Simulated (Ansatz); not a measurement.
# C2H5BClF: how energies converge with the basis set

Aim: see how fast density functionals converge with the basis set for C2H5BClF.

Computed with Ansatz 0.2.0, Gaussian basis. Level: one geometry, several basis sets.

The runs, in order: PBE0-D4/def2-SVP; ωB97M-V/def2-SVP; PBE0-D4/def2-QZVPP; ωB97M-V/def2-QZVPP; the functionals' def2-TZVPP values are taken from earlier runs.

## 1. Structure used throughout

An earlier PBE0-D4 in a triple-zeta def2 set relaxation fixed the geometry.

SMILES `CCB(F)Cl`, 10 atoms, charge 0, spin multiplicity 1.

Atoms are counted from 1 here; the program's logs count them from 0.

Bond lengths: C1–C2 1.524 Å, C1–H6 1.092 Å, C1–H7 1.092 Å, C1–H8 1.092 Å, C2–B3 1.557 Å, C2–H9 1.098 Å, C2–H10 1.098 Å, B3–F4 1.319 Å, B3–Cl5 1.761 Å. Angles: C2–C1–H6 111.4°, C2–C1–H7 111.4°, C2–C1–H8 111.3°, H6–C1–H7 107.2°, H6–C1–H8 107.7°, H7–C1–H8 107.7°, C1–C2–B3 115.5°, C1–C2–H9 111.1°, C1–C2–H10 111.1°, B3–C2–H9 107.3°, B3–C2–H10 107.4°, H9–C2–H10 103.7°, C2–B3–F4 122.0°, C2–B3–Cl5 121.6°, F4–B3–Cl5 116.4°.

## 2. PBE0-D4 in def2-SVP

File in.yaml:

```yaml
crystal:
  periodic: [false, false, false]
  atoms:
    - {symbol: C, position_ang: [-0.833784, 0.266560, 0.896720]}
    - {symbol: C, position_ang: [0.326796, 0.449410, -0.073263]}
    - {symbol: B, position_ang: [0.658749, -0.783976, -0.963098]}
    - {symbol: F, position_ang: [-0.024531, -1.909690, -0.881368]}
    - {symbol: Cl, position_ang: [1.971436, -0.748938, -2.136817]}
    - {symbol: H, position_ang: [-1.760211, 0.030869, 0.368869]}
    - {symbol: H, position_ang: [-0.643816, -0.551399, 1.594797]}
    - {symbol: H, position_ang: [-1.006583, 1.170809, 1.483595]}
    - {symbol: H, position_ang: [0.149014, 1.298898, -0.745260]}
    - {symbol: H, position_ang: [1.245931, 0.726257, 0.458926]}
basis:
  gaussian: {orbitals: def2-SVP}
hamiltonian: {xc: pbe0, dispersion: d4}
output: {orbitals: {seedname: orbitals}}
```

The run is started by

```
$ ansatz run in.yaml --threads 4 --pin off --events-out ev --progress --plain --max-ram 10444MiB
```

After this run come: ωB97M-V in def2-SVP; PBE0-D4 in def2-QZVPP; ωB97M-V in def2-QZVPP.

**Question.** What will the summary of the whole plan be? Wanted: PBE0-D4: double and triple zeta above quadruple; ωB97M-V: double and triple zeta above quadruple.

As calculated:

```
                                       quantity           value
PBE0-D4: double and triple zeta above quadruple  11.28, 0.67 eV
ωB97M-V: double and triple zeta above quadruple  11.43, 0.63 eV
```

In words: For PBE0-D4 the step from double to triple zeta gains 10.62 eV and the next only 0.67 eV. Total energies overstate the basis error of differences, where much of it tends to cancel.
